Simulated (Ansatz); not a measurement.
# FH4N3W: the cost of one run

Computed with Ansatz 0.2.0, Gaussian basis. Level: the settings change from run to run.

**1. The molecule**

The geometry comes from an earlier relaxation with PBE0-D4 in a triple-zeta def2 set; it is a stationary point, not always the lowest conformer. W takes a core potential in def2 sets; no spin-orbit term is included.

SMILES `[NH]=[W](=[NH])([NH2])[F]`, 9 atoms, charge 0, spin multiplicity 1.

Atoms are counted from 1 here; the program's logs count them from 0.

Bond lengths: N1–W2 1.749 Å, N1–H6 1.007 Å, W2–N3 1.749 Å, W2–N4 1.943 Å, W2–F5 1.882 Å, N3–H7 1.007 Å, N4–H8 1.008 Å, N4–H9 1.008 Å. Angles: W2–N1–H6 156.8°, N1–W2–N3 113.5°, N1–W2–N4 106.4°, N1–W2–F5 109.2°, N3–W2–N4 106.4°, N3–W2–F5 109.2°, N4–W2–F5 112.2°, W2–N3–H7 156.8°, W2–N4–H8 123.1°, W2–N4–H9 123.1°, H8–N4–H9 111.5°.

**2. B3LYP/def2-SVPD**

This run has D3(BJ) dispersion, high accuracy.

in.yaml reads:

```yaml
crystal:
  periodic: [false, false, false]
  atoms:
    - {symbol: N, position_ang: [-0.797533, 1.559135, 0.193849]}
    - {symbol: W, position_ang: [0.117695, 0.217667, -0.455410]}
    - {symbol: N, position_ang: [1.749930, 0.122497, 0.165498]}
    - {symbol: N, position_ang: [-0.787550, -1.399181, 0.127573]}
    - {symbol: F, position_ang: [0.177568, 0.360912, -2.331435]}
    - {symbol: H, position_ang: [-0.965936, 2.384152, 0.746696]}
    - {symbol: H, position_ang: [2.552112, 0.400367, 0.707672]}
    - {symbol: H, position_ang: [-0.297525, -2.231979, 0.414680]}
    - {symbol: H, position_ang: [-1.748751, -1.413581, 0.430877]}
basis:
  gaussian: {orbitals: def2-SVPD}
hamiltonian: {xc: {name: B3LYP}, dispersion: d3bj}
accuracy: high
```

On the command line:

```bash
> ansatz run in.yaml --threads 4 --pin off --events-out ev --progress --plain --max-ram 10444MiB
```

Q: Estimate wall time and peak memory on 4 threads of Arm Neoverse V1, shared host.

About 7 s, with a peak of 0.76 GiB.
